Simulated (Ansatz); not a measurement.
**HfO (triplet): wave-function methods side by side, def2-QZVPP**

The task here is to estimate one member of a computed series from the others.

Computed with Ansatz 0.2.0, Gaussian basis. Level: def2-QZVPP, core rule «outside noble gas», up to 5 orbitals frozen.

To be run: UHF; ROHF; CCSD(T) on UHF.

## The system

The geometry is a PBE0/def2-TZVP stationary point (not a proven minimum) of the parent state, kept for this charge and spin. No spin-orbit coupling is included. Elements past krypton take def2 core potentials.

2 atoms, charge 0, spin multiplicity 3.

Atoms are counted from 1 here; the program's logs count them from 0.

Bond lengths: Hf1–O2 1.996 Å.

The first run:

in.yaml

```yaml
crystal:
  periodic: [false, false, false]
  atoms:
    - {symbol: Hf, position_ang: [0.000000, 0.000000, 0.000000]}
    - {symbol: O, position_ang: [0.000000, 0.000000, 1.995600]}
basis:
  gaussian: {orbitals: "def2-QZVPP.json"}
magnetization: {spin_polarized: true, initial_magnetization: 2}
hamiltonian: {xc: hf}
output: {orbitals: {seedname: orbitals}}
```

The run is started by

```bash
> ansatz run in.yaml --threads 1 --pin off --events-out ev --progress --plain --max-ram 4096MiB --backend cpu
```

Among the steps run: UHF; ROHF; CCSD(T) on UHF.

One table of the session follows, with a row left open; its other results are not shown here.

```
  method  from UCCSD(T) (meV)
    ROHF             +10060.8
     UHF              +9899.2
    UMP2               +237.3
   UCCSD                    ?
UCCSD(T)                    0
```

Estimate the missing values for UCCSD.

The run gave: from UCCSD(T) (meV): +709.8. In the column «from UCCSD(T) (meV)» it lies between UMP2 (+237.3) and UHF (+9899.2).

To keep in mind: The determinant is far from a pure spin state, so its energy mixes those of several spin states (harmless only where they are near-degenerate, as at dissociation). Warnings: spin contamination; coupled cluster took another determinant than the lowest.
